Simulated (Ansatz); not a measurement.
**CH3ClOSi: shift of H7 from Si3 to C2, part 1 of 2**

Wanted: the energy profile along the shift of H7 from Si3 to C2, from relaxed end points and a band of images. SMILES of the start: OC=[SiH]Cl.

Method: RKS PBE-D4/6-31G, in Ansatz 0.2.0.

**1. The system as given**

Bond lengths: O1–C2 1.388 Å, C2–Si3 1.764 Å, Si3–Cl4 2.016 Å, O1–H5 0.962 Å, C2–H6 1.079 Å, Si3–H7 1.441 Å. Angles: O1–C2–Si3 126.5°, O1–C2–H6 109.7°, Si3–C2–H6 122.0°, C2–O1–H5 109.7°, C2–Si3–Cl4 121.5°, C2–Si3–H7 123.7°, Cl4–Si3–H7 112.6°.

As a file:

```xyz
7

O    -0.8345    1.5557   -0.0488
C     0.1605    0.7220    0.4432
Si    0.3764   -0.9876    0.0679
Cl   -0.5812   -1.8549   -1.4797
H    -1.2324    1.1596   -0.8299
H     0.6334    1.1849    1.2952
H     1.4779   -1.7797    0.5521
```

**2. End point A**

input.yaml reads:

```yaml
crystal:
  periodic: [false, false, false]
  atoms:
    - { symbol: O, position_ang: [-0.83447, 1.55569, -0.04877] }
    - { symbol: C, position_ang: [0.16047, 0.72198, 0.44325] }
    - { symbol: Si, position_ang: [0.37635, -0.98762, 0.06789] }
    - { symbol: Cl, position_ang: [-0.58119, -1.85488, -1.47973] }
    - { symbol: H, position_ang: [-1.23244, 1.15964, -0.82991] }
    - { symbol: H, position_ang: [0.63339, 1.18494, 1.29518] }
    - { symbol: H, position_ang: [1.47788, -1.77975, 0.55209] }
basis:
  gaussian: { orbitals: "6-31G" }
hamiltonian:
  xc: pbe
  dispersion: d4
relax:
  f_tol: 0.02
  max_steps: 50
```

Launch:

```
> ansatz run input.yaml --threads 1 --pin off --max-ram 2048MiB --backend cpu --events-out ev --progress --plain --runs-dir out
```

Log, shortened:

```text
Warning: RAYON_NUM_THREADS=1 ignored (pool sized by the plan → 1); use --threads N
[...]
Functional definition: PBE
[...]
632 factors; integrals over basis functions are off by at most 1.8e-4 eV
[...]
mean field -23516.14006781 eV, -864.2022076796 hartree, gradient 1.1e-5 eV, S^2 0.000000; 0 other end points of the search recorded, 0 dependent functions left out
[...]
reference -23516.14009657 eV, -864.2022087367 hartree; 24, 24 occupied and 26, 26 virtual orbitals, 632 factors
relax step   1: F+E_penalty+E_count = -23516.29811568 eV  Δ(F+E_penalty+E_count) = +0.000e0 eV  max|allowed force component| = 2.580e0 eV/Å  Δτ_max = 0.0000 Å  (25 SCF iters, accepted)
[...]
relax step   3: F+E_penalty+E_count = -23516.73760364 eV  Δ(F+E_penalty+E_count) = -1.220e-1 eV  max|allowed force component| = 7.098e-1 eV/Å  Δτ_max = 0.1781 Å  (30 SCF iters, accepted)
[...]
relax step   5: F+E_penalty+E_count = -23516.82892440 eV  Δ(F+E_penalty+E_count) = -6.618e-2 eV  max|allowed force component| = 4.816e-1 eV/Å  Δτ_max = 0.1252 Å  (29 SCF iters, accepted)
[...]
relax step   7: F+E_penalty+E_count = -23516.88696632 eV  Δ(F+E_penalty+E_count) = -1.843e-2 eV  max|allowed force component| = 2.460e-1 eV/Å  Δτ_max = 0.1288 Å  (28 SCF iters, accepted)
[...]
relax step   9: F+E_penalty+E_count = -23516.89040707 eV  Δ(F+E_penalty+E_count) = -3.441e-3 eV  max|allowed force component| = 5.664e-2 eV/Å  Δτ_max = 0.0282 Å  (28 SCF iters, accepted)
[...]
relax step  10: F+E_penalty+E_count = -23516.89062783 eV  Δ(F+E_penalty+E_count) = -2.208e-4 eV  max|allowed force component| = 2.690e-2 eV/Å  Δτ_max = 0.0095 Å  (29 SCF iters, accepted)
[...]
relax step  11: F+E_penalty+E_count = -23516.89072057 eV  Δ(F+E_penalty+E_count) = -9.274e-5 eV  max|allowed force component| = 7.558e-3 eV/Å  Δτ_max = 0.0047 Å  (23 SCF iters, accepted)
632 factors; integrals over basis functions are off by at most 2.0e-4 eV
[...]
mean field -23516.72539825 eV, -864.2237181767 hartree, gradient 1.1e-5 eV, S^2 0.000000; 1 other end points of the search recorded, 0 dependent functions left out
[...]
reference -23516.72542623 eV, -864.2237192049 hartree; 24, 24 occupied and 26, 26 virtual orbitals, 632 factors
Total energy: -23516.89074855 eV, -864.2297946882 hartree
Atom 0 at    -0.708757     1.407877    -0.205517 Å, force    -0.000311     0.007558     0.005182 eV/Å
Atom 1 at     0.142687     0.658055     0.529929 Å, force    -0.002164    -0.003257    -0.006513 eV/Å
Atom 2 at     0.188146    -1.199841     0.514031 Å, force     0.001795    -0.001134     0.003057 eV/Å
Atom 3 at    -0.790089    -1.427949    -1.534810 Å, force    -0.000007    -0.000519    -0.000310 eV/Å
Atom 4 at    -1.071629     0.860299    -0.970114 Å, force     0.003923    -0.003828     0.000375 eV/Å
Atom 5 at     0.578042     1.251660     1.344463 Å, force    -0.000831    -0.001493    -0.001206 eV/Å
Atom 6 at     1.661591    -1.550101     0.322018 Å, force    -0.002405     0.002672    -0.000585 eV/Å
Dipole moment:     0.258498     0.324931     0.342070 e Å
```

Wall time 28 s (1 thread of Arm Neoverse V1, shared host); peak memory 0.14 GiB.

Step by step:

| step | energy from step 1 (eV) | largest force component (eV/Å) |
| --- | --- | --- |
| 1 | 0.0000 | 2.5795 |
| 2 | -0.3175 | 0.7666 |
| 3 | -0.4395 | 0.7098 |
| 4 | -0.4646 | 0.9007 |
| 5 | -0.5308 | 0.4816 |
| 6 | -0.5704 | 0.3642 |
| 7 | -0.5888 | 0.2460 |
| 8x | -0.5857 | 0.2457 |
| 9 | -0.5923 | 0.0566 |
| 10 | -0.5925 | 0.0269 |
| 11 | -0.5926 | 0.0076 |

Step 1 is the start. 1 step was tried and not accepted (marked x).

After: Bond lengths: O1–C2 1.352 Å, C2–Si3 1.859 Å, Si3–Cl4 2.282 Å, O1–H5 1.008 Å, C2–H6 1.098 Å, Si3–H7 1.527 Å. Angles: O1–C2–Si3 124.4°, O1–C2–H6 110.7°, Si3–C2–H6 122.5°, C2–O1–H5 109.8°, C2–Si3–Cl4 95.6°, C2–Si3–H7 104.7°, Cl4–Si3–H7 106.1°.

**3. Relaxing end B**

The second end starts from a geometry with the move made by hand.

input.yaml: that of step 2 with these lines changed.

```diff
@@ -9,3 +9,3 @@
     - { symbol: H, position_ang: [0.63339, 1.18494, 1.29518] }
-    - { symbol: H, position_ang: [1.47788, -1.77975, 0.55209] }
+    - { symbol: H, position_ang: [0.82909, 0.16652, -0.21441] }
 basis:
@@ -18 +18,3 @@
   max_steps: 50
+output:
+  orbitals: {}
```

Launch:

```
> ansatz run input.yaml --threads 1 --pin off --max-ram 2048MiB --backend cpu --events-out ev --progress --plain --runs-dir out
```

Log, shortened:

```text
Warning: RAYON_NUM_THREADS=1 ignored (pool sized by the plan → 1); use --threads N
[...]
Functional definition: PBE
[...]
632 factors; integrals over basis functions are off by at most 1.7e-4 eV
[...]
mean field -23512.84212646 eV, -864.0810105704 hartree, gradient 4.6e-5 eV, S^2 0.000000; 0 other end points of the search recorded, 0 dependent functions left out
[...]
reference -23512.84215315 eV, -864.0810115516 hartree; 24, 24 occupied and 26, 26 virtual orbitals, 632 factors
relax step   1: F+E_penalty+E_count = -23512.99690271 eV  Δ(F+E_penalty+E_count) = +0.000e0 eV  max|allowed force component| = 1.044e1 eV/Å  Δτ_max = 0.0000 Å  (25 SCF iters, accepted)
[...]
relax step   4: F+E_penalty+E_count = -23516.92183905 eV  Δ(F+E_penalty+E_count) = -3.236e-1 eV  max|allowed force component| = 8.013e-1 eV/Å  Δτ_max = 0.1946 Å  (29 SCF iters, accepted)
[...]
mean field -23517.09487696 eV, -864.2372962687 hartree, gradient 1.8e-5 eV, S^2 0.000000; 1 other end points of the search recorded, 0 dependent functions left out
[...]
reference -23517.09490373 eV, -864.2372972525 hartree; 24, 24 occupied and 26, 26 virtual orbitals, 632 factors
Total energy: -23517.25560700 eV, -864.2432029888 hartree
Atom 0 at    -0.752119     1.396726    -0.297445 Å, force    -0.002472    -0.004294    -0.006041 eV/Å
Atom 1 at     0.325051     0.660932     0.307395 Å, force     0.006047     0.000063     0.007939 eV/Å
Atom 2 at     0.469237    -1.308095     0.233479 Å, force    -0.002304     0.002121    -0.003572 eV/Å
Atom 3 at    -1.175959    -1.555246    -1.307175 Å, force     0.000808    -0.001370     0.000716 eV/Å
Atom 4 at    -1.209377     0.822787    -0.968294 Å, force     0.002743     0.003972     0.005175 eV/Å
Atom 5 at     0.377039     0.947211     1.379496 Å, force    -0.001872     0.000551    -0.003511 eV/Å
Atom 6 at     1.317327     0.981956    -0.113956 Å, force    -0.002950    -0.001043    -0.000704 eV/Å
Dipole moment:     0.411474    -0.039951     0.268144 e Å
```

Run time: 33 s. Hardware: 1 thread of Arm Neoverse V1, shared host; peak memory 0.14 GiB.

The steps of the relaxation:

| step | energy from step 1 (eV) | largest force component (eV/Å) |
| --- | --- | --- |
| 1 | 0.0000 | 10.4358 |
| 2 | -2.5013 | 5.6275 |
| 3 | -3.6014 | 1.4474 |
| 4 | -3.9249 | 0.8013 |
| 5 | -4.1042 | 1.0384 |
| 6 | -4.2120 | 0.6582 |
| 7 | -4.2179 | 0.8343 |
| 8 | -4.2535 | 0.2019 |
| 9x | -4.2529 | 0.1852 |
| 10 | -4.2578 | 0.0425 |
| 11 | -4.2583 | 0.0321 |
| 12 | -4.2586 | 0.0289 |
| 13 | -4.2587 | 0.0079 |

Step 1 is the start. 1 step was tried and not accepted (marked x).

After: Bond lengths: O1–C2 1.438 Å, C2–Si3 1.976 Å, Si3–Cl4 2.267 Å, O1–H5 0.994 Å, C2–H6 1.111 Å, C2–H7 1.125 Å. Angles: O1–C2–Si3 123.3°, O1–C2–H6 108.0°, O1–C2–H7 110.9°, Si3–C2–H6 106.8°, Si3–C2–H7 101.9°, H6–C2–H7 104.3°, C2–O1–H5 109.4°, C2–Si3–Cl4 94.7°.

Pairs that crossed the distance rule for bonds on the way: moved apart Si3–H7.

**4. Nudged elastic band**

crystal.atoms is end A as relaxed above, and neb.final_atoms is end B, turned to lie on A. With 5 inner images the band has 7 in all. The start path is listed, through a guess of the saddle.

input.yaml reads:

```yaml
crystal:
  periodic: [false, false, false]
  atoms:
    - { symbol: O, position_ang: [-0.708757, 1.407877, -0.205517] }
    - { symbol: C, position_ang: [0.142687, 0.658055, 0.529929] }
    - { symbol: Si, position_ang: [0.188146, -1.199841, 0.514031] }
    - { symbol: Cl, position_ang: [-0.790089, -1.427949, -1.53481] }
    - { symbol: H, position_ang: [-1.071629, 0.860299, -0.970114] }
    - { symbol: H, position_ang: [0.578042, 1.25166, 1.344463] }
    - { symbol: H, position_ang: [1.661591, -1.550101, 0.322018] }
basis:
  gaussian: { orbitals: "6-31G" }
hamiltonian:
  xc: pbe
  dispersion: d4
neb:
  order_check: false
  images: 5
  f_tol: 0.05
  max_iterations: 60
  final_atoms:
    - { symbol: O, position_ang: [-0.14962832, 1.24326864, -0.39183092] }
    - { symbol: C, position_ang: [0.44053893, 0.26440441, 0.48054908] }
    - { symbol: Si, position_ang: [-0.14170887, -1.62243898, 0.54481443] }
    - { symbol: Cl, position_ang: [-1.4303934, -1.48068278, -1.31544512] }
    - { symbol: H, position_ang: [-0.64757427, 0.78190808, -1.1182781] }
    - { symbol: H, position_ang: [0.38625492, 0.65332344, 1.51970941] }
    - { symbol: H, position_ang: [1.542502, 0.16021719, 0.28048122] }
  initial_path:
    images:
      - { positions_ang: [[-0.708757, 1.407877, -0.205517], [0.142687, 0.658055, 0.529929], [0.188146, -1.199841, 0.514031], [-0.790089, -1.427949, -1.53481], [-1.071629, 0.860299, -0.970114], [0.578042, 1.25166, 1.344463], [1.661591, -1.550101, 0.322018]] }
      - { positions_ang: [[-0.64441244, 1.41946212, -0.17383855], [0.17612673, 0.58495932, 0.51186362], [0.16715779, -1.23003645, 0.39262056], [-0.81737466, -1.61658264, -1.50817573], [-1.02345433, 0.94377249, -0.95148661], [0.63071336, 1.10879189, 1.34795336], [1.51123455, -1.21036673, 0.38106335]] }
      - { positions_ang: [[-0.58006787, 1.43104723, -0.1421601], [0.20956647, 0.51186363, 0.49379824], [0.14616957, -1.26023189, 0.27121012], [-0.84466032, -1.80521628, -1.48154146], [-0.97527967, 1.02724598, -0.93285922], [0.68338473, 0.96592378, 1.35144372], [1.36087809, -0.87063245, 0.4401087]] }
      - { positions_ang: [[-0.51572331, 1.44263235, -0.11048164], [0.2430062, 0.43876795, 0.47573286], [0.12518136, -1.29042734, 0.14979968], [-0.87194598, -1.99384992, -1.45490719], [-0.927105, 1.11071946, -0.91423183], [0.73605609, 0.82305567, 1.35493407], [1.21052164, -0.53089818, 0.49915405]] }
      - { positions_ang: [[-0.39369165, 1.37617778, -0.20426474], [0.30885045, 0.38064677, 0.47733827], [0.03621795, -1.40109788, 0.28147127], [-1.05809512, -1.82279421, -1.40841983], [-0.83392809, 1.00111567, -0.98224726], [0.6194557, 0.76647826, 1.40985919], [1.32118176, -0.30052639, 0.42626311]] }
      - { positions_ang: [[-0.27165999, 1.30972321, -0.29804783], [0.37469469, 0.32252559, 0.47894367], [-0.05274546, -1.51176843, 0.41314285], [-1.24424426, -1.65173849, -1.36193248], [-0.74075118, 0.89151188, -1.05026268], [0.50285531, 0.70990085, 1.4647843], [1.43184188, -0.0701546, 0.35337216]] }
      - { positions_ang: [[-0.14962832, 1.24326864, -0.39183092], [0.44053893, 0.26440441, 0.48054908], [-0.14170887, -1.62243898, 0.54481443], [-1.4303934, -1.48068278, -1.31544512], [-0.64757427, 0.78190808, -1.1182781], [0.38625492, 0.65332344, 1.51970941], [1.542502, 0.16021719, 0.28048122]] }
```

Launch:

```
> ansatz run input.yaml --threads 1 --pin off --max-ram 2048MiB --backend cpu --events-out ev --progress --plain --runs-dir out
```

Log, shortened:

```text
Warning: RAYON_NUM_THREADS=1 ignored (pool sized by the plan → 1); use --threads N
[...]
Functional definition: PBE
[...]
631 factors; integrals over basis functions are off by at most 2.0e-4 eV
[...]
mean field -23516.72537482 eV, -864.2237173157 hartree, gradient 1.6e-5 eV, S^2 0.000000; 0 other end points of the search recorded, 0 dependent functions left out
[...]
reference -23516.72540216 eV, -864.2237183205 hartree; 24, 24 occupied and 26, 26 virtual orbitals, 631 factors
631 factors; integrals over basis functions are off by at most 1.6e-4 eV
[...]
mean field -23517.09487308 eV, -864.2372961261 hartree, gradient 6.1e-6 eV, S^2 0.000000; 0 other end points of the search recorded, 0 dependent functions left out
[...]
reference -23517.09489951 eV, -864.2372970976 hartree; 24, 24 occupied and 26, 26 virtual orbitals, 631 factors
[...]
NEB iter  11: max|band force component| = 3.471e-2 eV/Å  barrier→ = 0.2770 eV  barrier← = 0.6419 eV  CI = image 3  Δτ_max = 0.0000 Å  (257 SCF iters)
Total energy: -23516.61371552 eV, -864.2196139120 hartree
Atom 0 at    -0.440562     1.290221    -0.259857 Å, force     0.011009     0.035691     0.011355 eV/Å
Atom 1 at     0.095657     0.438223     0.625449 Å, force    -0.001057    -0.026219    -0.011834 eV/Å
Atom 2 at     0.117076    -1.482948     0.571374 Å, force     0.023714     0.019483     0.003815 eV/Å
Atom 3 at    -0.927066    -1.404450    -1.525609 Å, force    -0.000676    -0.006136     0.003045 eV/Å
Atom 4 at    -0.893063     0.759492    -0.997115 Å, force    -0.003539    -0.007714    -0.006588 eV/Å
Atom 5 at     0.593019     0.976611     1.446490 Å, force    -0.011166    -0.002130     0.002071 eV/Å
Atom 6 at     1.454930    -0.577149     0.139267 Å, force    -0.018284    -0.012976    -0.001863 eV/Å
Dipole moment:     0.170100     0.367426     0.444234 e Å
this run last wrote the band of iteration 11 to <dir>
```

It took 1.9 min on 1 thread of Arm Neoverse V1, shared host; peak memory 0.098 GiB.

**5. Images and barrier**

Images 0 and 6 are the ends. Energies count from image 0; the path length is the program's own measure over all atoms.

| image | path (Å) | energy (eV) | H7–Si3 (Å) | H7–C2 (Å) | band force (eV/Å) |
| --- | --- | --- | --- | --- | --- |
| 0 | 0.000 | 0.0000 | 1.53 | 2.69 | - |
| 1 | 0.400 | 0.0559 | 1.54 | 2.44 | 0.023 |
| 2 | 0.800 | 0.1862 | 1.58 | 2.13 | 0.009 |
| 3* | 1.199 | 0.2770 | 1.67 | 1.76 | 0.035 |
| 4 | 1.663 | -0.0301 | 1.91 | 1.28 | 0.011 |
| 5 | 2.127 | -0.3269 | 2.33 | 1.14 | 0.003 |
| 6 | 2.591 | -0.3649 | 2.47 | 1.12 | - |

The star marks the climbing image.

image, energy (eV) and a bar:
```
        0      0.000 #################
        1      0.056 ####################
        2      0.186 ##########################
        3      0.277 ##############################
        4     -0.030 ################
        5     -0.327 ##
        6     -0.365
```

How the highest energy settled:

| iteration | highest image above image 0 (eV) | largest band force (eV/Å) |
| --- | --- | --- |
| 1 | 3.1773 | 6.624 |
| 2 | 1.3207 | 3.084 |
| 3 | 0.6564 | 1.959 |
| 4 | 0.4889 | 1.466 |
| 5 | 0.3087 | 0.749 |
| 6 | 0.2844 | 0.644 |
| 7 | 0.2698 | 0.328 |
| 8 | 0.2796 | 0.209 |
| 9 | 0.2773 | 0.082 |
| 10 | 0.2783 | 0.113 |
| 11 | 0.2770 | 0.035 |

The band as a trajectory file:

```xyz
7
image=0 dE=0.0000
O    -0.709    1.408   -0.206
C     0.143    0.658    0.530
Si    0.188   -1.200    0.514
Cl   -0.790   -1.428   -1.535
H    -1.072    0.860   -0.970
H     0.578    1.252    1.344
H     1.662   -1.550    0.322
7
image=1 dE=0.0559
O    -0.610    1.368   -0.246
C     0.109    0.595    0.576
Si    0.143   -1.290    0.570
Cl   -0.880   -1.388   -1.505
H    -0.966    0.796   -1.008
H     0.557    1.180    1.391
H     1.647   -1.262    0.223
7
image=2 dE=0.1862
O    -0.516    1.330   -0.261
C     0.079    0.519    0.612
Si    0.123   -1.390    0.585
Cl   -0.917   -1.383   -1.511
H    -0.912    0.766   -1.013
H     0.566    1.080    1.423
H     1.578   -0.923    0.165
7
image=3 dE=0.2770
O    -0.441    1.290   -0.260
C     0.096    0.438    0.625
Si    0.117   -1.483    0.571
Cl   -0.927   -1.404   -1.526
H    -0.893    0.759   -0.997
H     0.593    0.977    1.446
H     1.455   -0.577    0.139
7
image=4 dE=-0.0301
O    -0.334    1.270   -0.283
C     0.257    0.342    0.573
Si   -0.013   -1.569    0.592
Cl   -0.982   -1.447   -1.504
H    -0.850    0.785   -0.991
H     0.616    0.875    1.465
H     1.307   -0.256    0.148
7
image=5 dE=-0.3269
O    -0.268    1.267   -0.299
C     0.374    0.283    0.521
Si   -0.177   -1.603    0.610
Cl   -1.142   -1.518   -1.449
H    -0.741    0.810   -1.045
H     0.536    0.734    1.515
H     1.418    0.027    0.145
7
image=6 dE=-0.3649
O    -0.150    1.243   -0.392
C     0.441    0.264    0.481
Si   -0.142   -1.622    0.545
Cl   -1.430   -1.481   -1.315
H    -0.648    0.782   -1.118
H     0.386    0.653    1.520
H     1.543    0.160    0.280
```

**6. Frequencies at the highest image**

The geometry is the highest inner image of the first converged band.

input.yaml reads:

```yaml
crystal:
  periodic: [false, false, false]
  atoms:
    - { symbol: O, position_ang: [-0.440562, 1.290221, -0.259857] }
    - { symbol: C, position_ang: [0.095657, 0.438223, 0.625449] }
    - { symbol: Si, position_ang: [0.117076, -1.482948, 0.571374] }
    - { symbol: Cl, position_ang: [-0.927066, -1.40445, -1.525609] }
    - { symbol: H, position_ang: [-0.893063, 0.759492, -0.997115] }
    - { symbol: H, position_ang: [0.593019, 0.976611, 1.44649] }
    - { symbol: H, position_ang: [1.45493, -0.577149, 0.139267] }
basis:
  gaussian: { orbitals: "6-31G" }
hamiltonian:
  xc: pbe
  dispersion: d4
phonons: {}
```

Launch:

```
> ansatz run input.yaml --threads 1 --pin off --max-ram 2048MiB --backend cpu --events-out ev --progress --plain --runs-dir out
```

Log, shortened:

```text
Warning: RAYON_NUM_THREADS=1 ignored (pool sized by the plan → 1); use --threads N
[...]
Functional definition: PBE
[...]
630 factors; integrals over basis functions are off by at most 1.9e-4 eV
[...]
mean field -23516.44339487 eV, -864.2133547436 hartree, gradient 3.9e-5 eV, S^2 0.000000; 0 other end points of the search recorded, 0 dependent functions left out
[...]
reference -23516.44342168 eV, -864.2133557289 hartree; 24, 24 occupied and 26, 26 virtual orbitals, 630 factors
[...]
630 factors; integrals over basis functions are off by at most 1.9e-4 eV
[...]
mean field -23516.44336222 eV, -864.2133535439 hartree, gradient 1.9e-6 eV, S^2 0.000000; 0 other end points of the search recorded, 0 dependent functions left out
[...]
reference -23516.44338903 eV, -864.2133545291 hartree; 24, 24 occupied and 26, 26 virtual orbitals, 630 factors
[...]
630 factors; integrals over basis functions are off by at most 1.9e-4 eV
[...]
WARN: phonons: modes at or below zero, which the zero-point energy, F, S and C_V leave out: 1, the lowest at -594.75 cm⁻¹. A minimum has none, and a first-order saddle one
Total energy: -23516.61371219 eV, -864.2196137898 hartree
Atom 0 at    -0.440562     1.290221    -0.259857 Å, force     0.011049     0.035772     0.011521 eV/Å
Atom 1 at     0.095657     0.438223     0.625449 Å, force    -0.001020    -0.026428    -0.011847 eV/Å
Atom 2 at     0.117076    -1.482948     0.571374 Å, force     0.023816     0.019642     0.004084 eV/Å
Atom 3 at    -0.927066    -1.404450    -1.525609 Å, force    -0.000644    -0.006242     0.002899 eV/Å
Atom 4 at    -0.893063     0.759492    -0.997115 Å, force    -0.003535    -0.007640    -0.006719 eV/Å
Atom 5 at     0.593019     0.976611     1.446490 Å, force    -0.011172    -0.002124     0.002092 eV/Å
Atom 6 at     1.454930    -0.577149     0.139267 Å, force    -0.018494    -0.012979    -0.002031 eV/Å
Dipole moment:     0.170101     0.367427     0.444232 e Å
Vibrations: -594.75 202.44 295.51 343.53 458.89 608.27 709.27 791.87 1009.78 1189.78 1305.41 1424.55 1583.35 3077.17 3110.12 cm⁻¹, zero-point energy 0.998689 eV
```

Wall time 60 s (1 thread of Arm Neoverse V1, shared host); peak memory 0.095 GiB.

Of 15 modes, 1 is imaginary by more than 30 cm⁻¹ (595i cm⁻¹).

(Continued in part 2 of 2.)
